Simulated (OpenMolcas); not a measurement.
# One shape, several levels: doublet AgH+

Aim: a comparison of 6 runs (UHF/3-21G, UHF/def2-TZVPP, U-r2SCAN/def2-TZVPP, UPBE/def2-TZVPP, UPBE0/def2-TZVPP, ROCCSD(T)/def2-TZVPP) of doublet AgH+. 

The results are computed with OpenMolcas 26.06.

### 1 Starting point

AgH+ has 2 atoms, charge +1, and is taken as a doublet. As SMILES of the parent species, `[AgH]`. The bond length is the one measured for the parent species. That shape belongs to the parent species and isn't relaxed for this state.

Bond lengths: Ag1–H2 1.618 Å.

### 2 The energy at UHF/3-21G (run 1)

Input file calc.inp:

```
* AgH Hartree-Fock

&GATEWAY
  BasLib = $CurrDir
  Coord
  2
  angstrom
  Ag       0.000000       0.000000       0.000000
  H        0.000000       0.000000       1.618100
  Basis = 3-21G
  Group = NoSym

&SEWARD

&SCF
  UHF
  Charge = 1
  Spin = 2
  Thresholds = 1e-10 1e-07 1e-07 1e-05
  PrOrbitals = 1 2
```

The basis set 3-21G is read from a file made from the Basis Set Exchange's data (not shown).

Launch:

```
$ export MOLCAS_MEM=1860
$ pymolcas calc.inp > calc.log
```

The log of the run:

```text
--- Start Module: gateway ---
[...]
--- Stop Module: gateway /rc=_RC_ALL_IS_WELL_ ---
--- Start Module: seward ---
[...]
      Basis functions           38
--- Stop Module: seward /rc=_RC_ALL_IS_WELL_ ---
--- Start Module: scf ---
[...]
       Convergence after  18 Iterations
[...]
::    Total SCF energy                              -5173.7537926464
[...]
      Total spin, S                                     0.5049540167
[...]
      Total electronic charge=   47.000000
      Total            charge=    1.000000
[...]
      Dipole Moment (debye):
      Origin of the operator (angstrom)=    0.0000    0.0000    0.0151
                   X=  2.4181E-15               Y= -5.3504E-15               Z= -2.3568E-01           Total=  2.3568E-01
      Center of Charge (angstrom)
[...]
--- Stop Module: scf /rc=_RC_ALL_IS_WELL_ ---
[...]
```

Wall time 2 s (1 thread of Arm Neoverse V1, shared host); peak memory 0.37 GiB.

### 3 The energy at UHF/def2-TZVPP (core potential) (run 2)

Input file calc.input:

```
>>> EXPORT MOLCAS_PRINT=2

&GATEWAY
 BasLib = $CurrDir
 Coord
 2
 angstrom
 Ag       0.000000       0.000000       0.000000
 H        0.000000       0.000000       1.618100
 Basis = def2-TZVPP
 Group = NoSym

&SEWARD

&SCF
 UHF
 Charge = 1
 Spin = 2
 Thresholds = 1e-10 1e-07 1e-07 1e-05
 PrOrbitals = 1 2
```

The basis set def2-TZVPP is read from a file made from the Basis Set Exchange's data (not shown).

Launch:

```
$ export MOLCAS_MEM=1860
$ pymolcas calc.input > calc.log
```

The log of the run:

```text
--- Start Module: gateway ---
[...]
--- Stop Module: gateway /rc=_RC_ALL_IS_WELL_ ---
--- Start Module: seward ---
[...]
      Basis functions           70
--- Stop Module: seward /rc=_RC_ALL_IS_WELL_ ---
[...]
--- Start Module: scf ---
[...]
       Convergence after  18 Iterations
[...]
::    Total SCF energy                               -146.3727456699
[...]
      Total spin, S                                     0.5081533219
[...]
      Total electronic charge=   19.000000
      Total            charge=    1.000000
[...]
      Dipole Moment (debye):
      Origin of the operator (angstrom)=    0.0000    0.0000    0.0151
                   X= -1.1423E-15               Y= -1.7131E-15               Z= -9.0265E-02           Total=  9.0265E-02
      Center of Charge (angstrom)
[...]
--- Stop Module: scf /rc=_RC_ALL_IS_WELL_ ---
[...]
```

Run time: 3.9 s. Hardware: 1 thread of Arm Neoverse V1, shared host; peak memory 0.41 GiB.

Runs 3 to 5 aren't shown in full; the table further down has their settings and results.

### 4 The energy at ROCCSD(T)/def2-TZVPP (core potential) (run 6)

Input file run.inp:

```
* AgH CCSD(T)
>>> EXPORT MOLCAS_PRINT=2

&GATEWAY
  BasLib = $CurrDir
  Coord
  2
  angstrom
  Ag       0.000000       0.000000       0.000000
  H        0.000000       0.000000       1.618100
  Basis = def2-TZVPP
  Group = NoSym

&SEWARD

&SCF
  UHF
  Charge = 1
  Spin = 2
  Thresholds = 1e-10 1e-07 1e-07 1e-05
  PrOrbitals = 1

&RASSCF
  FileOrb = $Project.UnaOrb
  Spin = 2
  Nactel = 1 0 0
  Inactive = 9
  Ras2 = 1
  OutOrbitals = Canonical
  OrbListing = Nothing

&MOTRA
  JobIph
  Frozen = 0

&CCSDT
  CCT
  Triples = 3
  Iterations = 80
  Accuracy = 1e-08
  Extrapolation = 5 4
```

The basis set def2-TZVPP is read from a file made from the Basis Set Exchange's data (not shown).

Launch:

```
$ export MOLCAS_MEM=1860
$ pymolcas run.inp > run.log
```

The log of the run:

```text
--- Start Module: gateway ---
[...]
--- Stop Module: gateway /rc=_RC_ALL_IS_WELL_ ---
[...]
      Basis functions           70
[...]
       Convergence after  18 Iterations
[...]
::    Total SCF energy                               -146.3727456699
[...]
      Total spin, S                                     0.5081533219
[...]
      Number of active orbitals                  1
[...]
      Spin quantum number                      0.5
[...]
      Active orbitals                            1
[...]
      Number of CSFs                             1
[...]
      Number of root(s) required                 1
[...]
      Convergence after 11 iterations
[...]
      printout of CI-coefficients larger than  0.05 for root  1
      energy=    -146.369166
      conf/sym  1     Coeff  Weight
             1  u   1.00000 1.00000
      Natural orbitals and occupation numbers for root  1
      sym 1:   1.000000
      ************************************************************************************************************************
      *                                                    Final results                                                     *
[...]
::    RASSCF root number  1 Total energy:   -146.36916595
[...]
      Total electronic charge=   19.000000
      Total            charge=    1.000000
[...]
      Dipole Moment (debye):
      Origin of the operator (angstrom)=    0.0000    0.0000    0.0151
                   X= -3.9230E-07               Y=  3.5105E-07               Z= -6.4923E-02           Total=  6.4923E-02
      Center of Charge (angstrom)
[...]
--- Start Module: motra ---
[...]
      *** WARNING: Default frozen orbitals is overwritten by user input.
      *** Default values:   0
[...]
--- Stop Module: motra /rc=_RC_ALL_IS_WELL_ ---
--- Start Module: ccsdt ---
[...]
      Convergence after                    24  Iterations
      Total energy (diff) :    -146.98924343       0.00000000
[...]
 METHOD                       : CCSD+T(CCSD)+<T3(1)WT1>+<T3(1)UT2> = CCSD(T)
[...]
       CCSD     =      -146.9892434313604
[...]
--- Stop Module: ccsdt /rc=_RC_ALL_IS_WELL_ ---
[...]
```

It took 39 s on 1 thread of Arm Neoverse V1, shared host; peak memory 0.41 GiB.

### 5 The series

| run | level | integration grid | frozen core orbitals | energy (Eh) | HOMO energy (eV) | LUMO energy (eV) | ⟨S²⟩ | wall time |
| --- | --- | --- | --- | --- | --- | --- | --- | --- |
| 1 | UHF/3-21G | – | – | -5173.753793 | -19.08 | -6.73 | 0.760 | 2 s |
| 2 | UHF/def2-TZVPP (core potential) | – | – | -146.372746 | -19.30 | -7.21 | 0.766 | 3.9 s |
| 3 | U-r2SCAN/def2-TZVPP (core potential) | UltraFine | – | -147.262986 | -14.66 | -12.70 | 0.760 | 21 s |
| 4 | UPBE/def2-TZVPP (core potential) | UltraFine | – | -147.223358 | -14.42 | -13.18 | 0.755 | 15 s |
| 5 | UPBE0/def2-TZVPP (core potential) | UltraFine | – | -147.209635 | -15.67 | -11.78 | 0.759 | 13 s |
| 6 | ROCCSD(T)/def2-TZVPP (core potential) | – | 0 | -147.006600 | – | – | – | 39 s |

### 6 What came out

| quantity | value |
| --- | --- |
| run 6: total energy | -147.00660 Eh |
| run 6: (T) correction | -17.36 mEh |

Totals of different functionals can't be ranked against each other. Some runs of one species differ in core potentials or relativity; totals across that change don't compare. In run 1 relativity is left out where basis or elements ask for it. All runs together took 94 s, the longest 39 s.
